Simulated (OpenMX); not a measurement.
A run of OpenMX 3.8.5:

The input ScSi2.dat:

```
System.CurrrentDirectory             ./
System.Name                          ScSi2
DATA.PATH                            ./DFT_DATA13
level.of.stdout                      1
level.of.fileout                     0
Species.Number                       2
<Definition.of.Atomic.Species
  Sc  Sc7.0-s3p2d1           Sc_PBE13
  Si  Si7.0-s2p2d1           Si_PBE13
Definition.of.Atomic.Species>

Atoms.Number                         3
Atoms.SpeciesAndCoordinates.Unit     FRAC
<Atoms.SpeciesAndCoordinates
    1  Sc    0.0000000000    0.0000000000    0.0000000000   5.500  5.500
    2  Si    0.6666666667    0.3333333333    0.5000000000   2.000  2.000
    3  Si    0.3333333333    0.6666666667    0.5000000000   2.000  2.000
Atoms.SpeciesAndCoordinates>

Atoms.UnitVectors.Unit               Ang
<Atoms.UnitVectors
     3.6600000000    0.0000000000    0.0000000000
    -1.8300000000    3.1696529779    0.0000000000
     0.0000000000    0.0000000000    3.8700000000
Atoms.UnitVectors>

scf.XcType                           GGA-PBE
scf.SpinPolarization                 off
scf.ElectronicTemperature            580.226
scf.energycutoff                     350.0
scf.maxIter                          100
scf.EigenvalueSolver                 band
scf.Kgrid                            9 9 7
scf.Mixing.Type                      rmm-diisk
scf.Init.Mixing.Weight               0.05
scf.Min.Mixing.Weight                0.001
scf.Max.Mixing.Weight                0.3
scf.Mixing.History                   25
scf.Mixing.StartPulay                8
scf.criterion                        1.0e-8
scf.stress.tensor                    on
MD.Type                              nomd
```

Potentials or basis: OpenMX 2013 PBE set, Sc7.0-s3p2d1, Si7.0-s2p2d1, grid cutoff 350 Ry.

Command:

```console
$ openmx ScSi2.dat -nt 1 > ScSi2.std
```

Hardware: 1 thread of Arm Neoverse V2 (shared host).

Problem. Estimate the wall time of this run.

Solution. It took 70 s on 1 thread of Arm Neoverse V2, on a shared host, peak memory 0.62 GiB. Counts: k points 284, basis 40, scf iterations 16.
